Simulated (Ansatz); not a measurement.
# Mg: stress in a strained cell

Aim: deform Mg (equal xy, yz and zx engineering shear strains of +2 %) and compute stress, forces and field gradients with LAPW, PAW and all-electron datasets made for the crystal.

Computed with Ansatz 0.2.0 (DFT LDA, scalar-relativistic, unless a step's input says otherwise).

## Step 1: The system as given

It takes space group P6_3/mmc (No. 194, hexagonal). The conventional cell has a = 3.209 Å, b = 3.209 Å, c = 5.210 Å, α = 90.00°, β = 90.00°, γ = 120.00°. Around Mg (site symmetry -6m2) lie 12 Mg at 3.20 to 3.21 Å.

Coordinates:

```
CELL_PARAMETERS angstrom
3.20927 0.00000 0.00000
-1.60464 2.77931 0.00000
0.00000 0.00000 5.21033
ATOMIC_POSITIONS crystal
Mg 0.33333 0.66667 0.25000
Mg 0.66667 0.33333 0.75000
```

Atoms are numbered in the order of the input: Mg1, Mg2.

## Step 2: The deformed structure

Space group P6_3/mmc before, P-1 after.

## Step 3: Full-potential LAPW

input.yaml

```yaml
crystal:
  lattice:
    - [3.2092715325, 0.0320927153, 0.0320927153]
    - [-1.5768426594, 2.7632643171, 0.0117467491]
    - [0.0521033, 0.0521033, 5.21033]
  atoms:
    - { symbol: Mg, position: [0.3333333333, 0.6666666667, 0.25] }
    - { symbol: Mg, position: [0.6666666667, 0.3333333333, 0.75] }
kpoints:
  mp_grid: { grid: [12, 12, 7] }
  band_path:
    path:
      - [0.0, 0.0, 0.0]
      - [0.0, -0.5, 0.0]
      - [0.0, 0.0, 0.5]
      - [0.0, 0.0, 0.0]
      - [-0.5, 0.0, 0.0]
      - [-0.5, 0.5, -0.5]
      - [0.0, 0.0, 0.0]
      - [-0.5, 0.0, -0.5]
      - [-0.5, 0.5, 0.0]
    npoints: 5
scf:
  occupations: { method: fermi_dirac, width: 0.05 }
hamiltonian:
  xc: lda
  pseudopotentials: { kind: all_electron, lapw: { basis_error: 0.001 } }
output:
  forces: true
  stress: true
  eigenvalues: true
```

Run with:

```
> ansatz run input.yaml --threads 1 --pin off --max-ram 3072MiB --backend cpu --events-out ev --progress --plain --runs-dir out
```

## Step 4: PAW on the default files

input.yaml

```yaml
crystal:
  lattice:
    - [3.2092715325, 0.0320927153, 0.0320927153]
    - [-1.5768426594, 2.7632643171, 0.0117467491]
    - [0.0521033, 0.0521033, 5.21033]
  atoms:
    - { symbol: Mg, position: [0.3333333333, 0.6666666667, 0.25] }
    - { symbol: Mg, position: [0.6666666667, 0.3333333333, 0.75] }
kpoints:
  mp_grid: { grid: [12, 12, 7] }
scf:
  occupations: { method: fermi_dirac, width: 0.05 }
hamiltonian:
  xc: lda
  pseudopotentials: { kind: paw }
output:
  forces: true
  stress: true
  eigenvalues: true
  efg: { contact_densities: true }
```

## Step 5: All-electron PAW on datasets made for the crystal

input.yaml: that of step 4 with these lines changed.

```diff
@@ -14,3 +14,3 @@
   xc: lda
-  pseudopotentials: { kind: paw }
+  pseudopotentials: { kind: all_electron, datasets: crystal }
 output:
```

(Steps that only read results are left out.)

Before running it: what results should come out? Wanted: pressure; largest shear or deviatoric stress.

As calculated:

| quantity | value |
| --- | --- |
| pressure | LAPW -2.44, PAW -2.47, crystal datasets -2.44 GPa |
| largest shear or deviatoric stress (LAPW) | 0.43 GPa |

What this shows: The largest part of the stress beyond the pressure is 0.43 GPa in size, in the zz component; the atoms are carried along and not relaxed. No run of the undeformed cell stands beside it, so the pressure holds what the given cell had before the change. PAW: stress within 0.03 GPa of LAPW. Crystal datasets: stress within 0.01 GPa of LAPW.
